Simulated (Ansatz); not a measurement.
# C₃H₇BO: how energies converge with the basis set

One table from this session's results is given with a row withheld; the runs are named, their logs left out.

Program: Ansatz 0.2.0, Gaussian basis. Level of theory: one geometry, several basis sets. These are calculated values, not measurements.

Plan: PBE0-D4/def2-SVP; ωB97M-V/def2-SVP; PBE0-D4/def2-QZVPP; ωB97M-V/def2-QZVPP; the functionals' def2-TZVPP values are taken from earlier runs.

## The relaxed structure

The geometry comes from an earlier relaxation with PBE0-D4 in a triple-zeta def2 set; it is a stationary point, not always the lowest conformer.

SMILES `BCC(C)=O`, 12 atoms, charge 0, spin multiplicity 1.

Atoms are counted from 1 here; the program's logs count them from 0.

Bond lengths: B1–C2 1.557 Å, B1–H6 1.195 Å, B1–H7 1.197 Å, C2–C3 1.504 Å, C2–H8 1.107 Å, C2–H9 1.092 Å, C3–C4 1.505 Å, C3–O5 1.206 Å, C4–H10 1.088 Å, C4–H11 1.092 Å, C4–H12 1.095 Å. Angles: C2–B1–H6 119.8°, C2–B1–H7 121.1°, H6–B1–H7 119.0°, B1–C2–C3 115.3°, B1–C2–H8 100.6°, B1–C2–H9 112.9°, C3–C2–H8 109.6°, C3–C2–H9 110.4°, H8–C2–H9 107.1°, C2–C3–C4 117.0°, C2–C3–O5 120.9°, C4–C3–O5 122.0°, C3–C4–H10 110.1°, C3–C4–H11 111.2°, C3–C4–H12 109.0°, H10–C4–H11 110.3°, H10–C4–H12 109.1°, H11–C4–H12 107.1°.

Set-up of the first run:

Input file in.yaml:

```yaml
crystal:
  periodic: [false, false, false]
  atoms:
    - {symbol: B, position_ang: [-1.581239, 0.800992, 0.222664]}
    - {symbol: C, position_ang: [-0.384504, 0.117068, 0.946472]}
    - {symbol: C, position_ang: [0.927398, 0.170867, 0.212162]}
    - {symbol: C, position_ang: [1.083419, -0.737912, -0.977348]}
    - {symbol: O, position_ang: [1.804748, 0.920188, 0.564152]}
    - {symbol: H, position_ang: [-2.525052, 1.170639, 0.856010]}
    - {symbol: H, position_ang: [-1.602992, 0.910597, -0.969042]}
    - {symbol: H, position_ang: [-0.742995, -0.928853, 0.990709]}
    - {symbol: H, position_ang: [-0.259317, 0.457731, 1.976012]}
    - {symbol: H, position_ang: [1.975747, -0.468389, -1.538990]}
    - {symbol: H, position_ang: [0.203196, -0.697893, -1.622963]}
    - {symbol: H, position_ang: [1.178592, -1.770335, -0.625939]}
basis:
  gaussian: {orbitals: def2-SVP}
hamiltonian: {xc: pbe0, dispersion: d4}
output: {orbitals: {seedname: orbitals}}
```

Among the steps run: PBE0-D4 in def2-SVP; ωB97M-V in def2-SVP; PBE0-D4 in def2-QZVPP; ωB97M-V in def2-QZVPP.

One of the session's tables, all rows but one given; the rest of the session is left out.

It belongs to the step «Functionals by basis». 

| functional | basis | HOMO (eV) | LUMO (eV) |
| --- | --- | --- | --- |
| PBE0-D4 | def2-SVP | -7.06 | -1.58 |
| PBE0-D4 | def2-TZVPP | -7.21 | -1.67 |
| PBE0-D4 | def2-QZVPP | ? | ? |
| ωB97M-V | def2-SVP | -9.44 | 0.49 |
| ωB97M-V | def2-TZVPP | -9.61 | 0.26 |
| ωB97M-V | def2-QZVPP | -9.64 | 0.18 |

Estimate the missing values for PBE0-D4, def2-QZVPP.

The run gave: HOMO (eV): -7.24; LUMO (eV): -1.69. In the column «HOMO (eV)» it lies between ωB97M-V, def2-SVP (-9.44) and PBE0-D4, def2-TZVPP (-7.21).
